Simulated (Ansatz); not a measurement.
# CHClFGeN: up Jacob's ladder to CCSD(T)

An exercise on one series of results from a longer session: the logs are not shown, and one member is left open.

Computed with Ansatz 0.2.0, Gaussian basis. Level: functionals in def2-TZVPP, the program's frozen cores in correlated methods.

Levels to be run: LDA (SPW92), PBE-D4, revPBE-D4, BLYP-D4, r2SCAN-D4, B97M-V, PBE0-D4, B3LYP-D4, r2SCANh-D4, r2SCAN0-D4, HSE06-D4, BHLYP-D4, CAM-B3LYP-D4, LC-ωPBE, ωB97X-V, ωB97M-V, B2PLYP, PBE-QIDH; CCSD(T)/def2-SVP; CCSD(T)/def2-TZVPP; MP2/def2-QZVPP; extrapolation to the limit; RPA on PBE.

## The geometry

An earlier PBE0-D4 in a triple-zeta def2 set relaxation fixed the geometry.

SMILES `N#[C][GeH]([F])[Cl]`, 6 atoms, charge 0, spin multiplicity 1.

Atoms are counted from 1 here; the program's logs count them from 0.

Bond lengths: N1–C2 1.151 Å, C2–Ge3 1.913 Å, Ge3–F4 1.717 Å, Ge3–Cl5 2.113 Å, Ge3–H6 1.520 Å. Angles: N1–C2–Ge3 178.0°, C2–Ge3–F4 105.5°, C2–Ge3–Cl5 108.2°, C2–Ge3–H6 113.0°, F4–Ge3–Cl5 107.8°, F4–Ge3–H6 109.5°, Cl5–Ge3–H6 112.5°.

Set-up of the first run:

in.yaml

```yaml
crystal:
  periodic: [false, false, false]
  atoms:
    - {symbol: N, position_ang: [-1.036879, -2.306984, 0.030739]}
    - {symbol: C, position_ang: [-0.543992, -1.267251, 0.040091]}
    - {symbol: Ge, position_ang: [0.237144, 0.477902, 0.107687]}
    - {symbol: F, position_ang: [1.895978, 0.253810, -0.276604]}
    - {symbol: Cl, position_ang: [-0.627574, 1.648091, -1.423915]}
    - {symbol: H, position_ang: [0.117323, 1.130431, 1.475802]}
basis:
  gaussian: {orbitals: def2-TZVPP}
hamiltonian: {xc: lda}
output: {orbitals: {seedname: orbitals}}
```

Steps of the session up to this table: LDA; PBE-D4 (GGA); revPBE-D4 (GGA); BLYP-D4 (GGA); r2SCAN-D4 (meta-GGA); B97M-V (meta-GGA); PBE0-D4 (hybrid); B3LYP-D4 (hybrid); r2SCANh-D4 (hybrid); r2SCAN0-D4 (hybrid); HSE06-D4 (hybrid); BHLYP-D4 (hybrid); CAM-B3LYP-D4 (range-separated); LC-ωPBE-D4 (range-separated; the results give it without D4); ωB97X-V (range-separated); ωB97M-V (range-separated); B2PLYP (double hybrid); PBE-QIDH (double hybrid).

One table of the session follows, with a row left open; its other results are not shown here.

It belongs to the step «Frontier levels by functional». 

| functional | HOMO (eV) | LUMO (eV) | gap (eV) |
| --- | --- | --- | --- |
| LDA (SPW92) | -8.70 | -2.76 | 5.94 |
| PBE-D4 | -8.55 | -2.46 | 6.10 |
| revPBE-D4 | -8.49 | -2.34 | 6.16 |
| BLYP-D4 | -8.41 | -2.32 | 6.08 |
| r2SCAN-D4 | -8.95 | -2.27 | 6.68 |
| B97M-V | -9.03 | -2.22 | 6.82 |
| PBE0-D4 | -10.04 | -1.53 | 8.51 |
| B3LYP-D4 | -9.76 | -1.76 | 8.00 |
| r2SCANh-D4 | -9.49 | -1.93 | 7.56 |
| r2SCAN0-D4 | -10.30 | -1.43 | 8.88 |
| HSE06-D4 | ? | ? | ? |
| BHLYP-D4 | -11.38 | -0.54 | 10.84 |
| CAM-B3LYP-D4 | -11.45 | -0.44 | 11.01 |
| LC-ωPBE | -12.89 | 0.77 | 13.66 |
| ωB97X-V | -12.50 | 0.66 | 13.16 |
| ωB97M-V | -12.33 | 0.54 | 12.87 |

**Question.** Estimate the row for HSE06-D4.

The run gave: HOMO (eV): -9.64; LUMO (eV): -1.91; gap (eV): 7.73. In the column «HOMO (eV)» it lies between B3LYP-D4 (-9.76) and r2SCANh-D4 (-9.49).
